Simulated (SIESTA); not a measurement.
The system is TiP4W3.

```
CELL_PARAMETERS angstrom
5.75230 0.00000 0.00000
0.00000 3.28020 0.00000
-0.02049 0.00000 6.29904
ATOMIC_POSITIONS crystal
W 0.98992 0.00000 0.18853
W 0.48887 0.00000 0.31170
W 0.00763 0.50000 0.81046
Ti 0.50920 0.50000 0.69068
P 0.81402 0.00000 0.56237
P 0.31040 0.00000 0.93300
P 0.19057 0.50000 0.43403
P 0.68940 0.50000 0.06922
```

The cell comes from a database or a generator and needn't be the stable form of this composition.

| Quantity | Value |
| --- | --- |
| Program | SIESTA 5.4.2 |
| Task | single point |
| Functional | PBEsol |
| Potentials or basis | PseudoDojo 0.4 standard (PBEsol files) |
| Basis | DZP (energy shift 0.003 Ry; two zetas on semicore shells) |
| Grid cutoff | 800 Ry |
| Energy shift | 0.003 Ry |
| k mesh | 5 × 8 × 4 |
| Occupations | fermi-dirac, width 0.05 eV |
| Spin | no spin polarisation |

On this cell: pressure -4.3 GPa; largest force 0.128 eV/Å; band gap on the k mesh none (metal or under the smearing width).

The same run follows on a disturbed copy (atoms moved at random, drawn with an rms of 0.05 Å):

```
W Ti P
1.0
     5.75230    0.00000    0.00000
     0.00000    3.28020    0.00000
    -0.02049    0.00000    6.29904
W Ti P
3 1 4
Direct
  0.99309 0.01655 0.19010
  0.48378 0.99440 0.31008
  0.01166 0.48707 0.80811
  0.50450 0.49461 0.68401
  0.81220 0.99807 0.56577
  0.30554 0.99506 0.92763
  0.18898 0.51096 0.44340
  0.68762 0.50667 0.07017
```

What changes?

The energy (extrapolated to zero smearing) moves by +15.5 meV/atom; pressure -3.9 GPa; largest force 1.140 eV/Å; band gap on the k mesh none (metal or under the smearing width).

Forces in eV/Å, atoms in the order of the input:
```
W   -0.241 -0.682  0.048
W    0.397  0.513  0.044
W   -0.865  0.640  0.378
Ti   0.535  0.087  0.800
P   -0.133 -0.110 -0.453
P    0.407 -0.036  0.228
P   -0.416 -0.280 -0.923
P    0.316 -0.132 -0.121
```

Stress tensor (GPa, compression positive):
```
-3.58 -0.38  0.04
-0.38 -4.40  0.01
 0.04  0.01 -3.67
```

Caveats: short orbitals over semicore shells can move pressures by several GPa; the basis of atomic orbitals isn't converged, which shifts pressures, moduli and gaps.
